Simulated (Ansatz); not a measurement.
**AlFHLiN radical (SMILES [Li][N][AlH][F]): functionals against CCSD(T) at one geometry**

The task here is to estimate one member of a computed series from the others.

Method: single points in def2-TZVPP; program: Ansatz 0.2.0, Gaussian basis.

Cores are frozen in the correlated methods. The outer core shell of Li, Na, Mg and K is correlated. Orbitals are unrestricted.

## Where the work starts

5 atoms, charge 0, spin multiplicity 2.

Atoms are counted from 1 here; the program's logs count them from 0.

Bond lengths: Li1–N2 1.667 Å, N2–Al3 1.732 Å, Al3–F4 1.657 Å, Al3–H5 1.492 Å. Angles: Li1–N2–Al3 176.1°, N2–Al3–F4 123.8°, N2–Al3–H5 124.6°, F4–Al3–H5 110.5°.

Geometry (Å):

```
Li   -1.54821   -1.01998    2.00347
N    -0.51965   -0.43903    0.82708
Al    0.45484    0.17516   -0.46691
F    -0.15777    0.97644   -1.78147
H     1.88783   -0.17647   -0.68966
```

Set-up of the first run:

run/in.yaml

```yaml
crystal:
  periodic: [false, false, false]
  atoms:
    - {symbol: Li, position_ang: [-1.548207, -1.019981, 2.003467]}
    - {symbol: N, position_ang: [-0.519647, -0.439034, 0.827085]}
    - {symbol: Al, position_ang: [0.454836, 0.175164, -0.466909]}
    - {symbol: F, position_ang: [-0.157766, 0.976441, -1.781474]}
    - {symbol: H, position_ang: [1.887833, -0.176466, -0.689659]}
basis:
  gaussian: {orbitals: def2-TZVPP}
magnetization: {spin_polarized: true, initial_magnetization: 1}
hamiltonian: {xc: pbe, dispersion: d4}
output: {forces: true}
```

The run is started by

```
$ ansatz run in.yaml --threads 2 --pin off --events-out ev --progress --plain --max-ram 3481MiB
```

Steps of the session up to this table: PBE-D4/def2-TZVPP; r2SCAN-D4/def2-TZVPP; PBE0-D4/def2-TZVPP; wB97M-V/def2-TZVPP; CCSD(T)/def2-TZVPP.

One table of the session follows, with a row left open; its other results are not shown here.

| method | RMS force component (eV/Å) | angle to CCSD(T) forces (°) | dipole (D) |
| --- | --- | --- | --- |
| PBE-D4 | 0.611 | 14.3 | 7.52 |
| r2SCAN-D4 | ? | ? | ? |
| PBE0-D4 | 0.576 | 7.6 | 7.66 |
| wB97M-V | 0.551 | 6.3 | 7.58 |
| CCSD(T) | 0.611 | reference | 7.77 |

Q: Estimate the row for r2SCAN-D4 from the others.

**Answer.** RMS force component (eV/Å): 0.602; angle to CCSD(T) forces (°): 5.2; dipole (D): 7.72. In the column «RMS force component (eV/Å)» it lies between PBE0-D4 (0.576) and PBE-D4 (0.611).
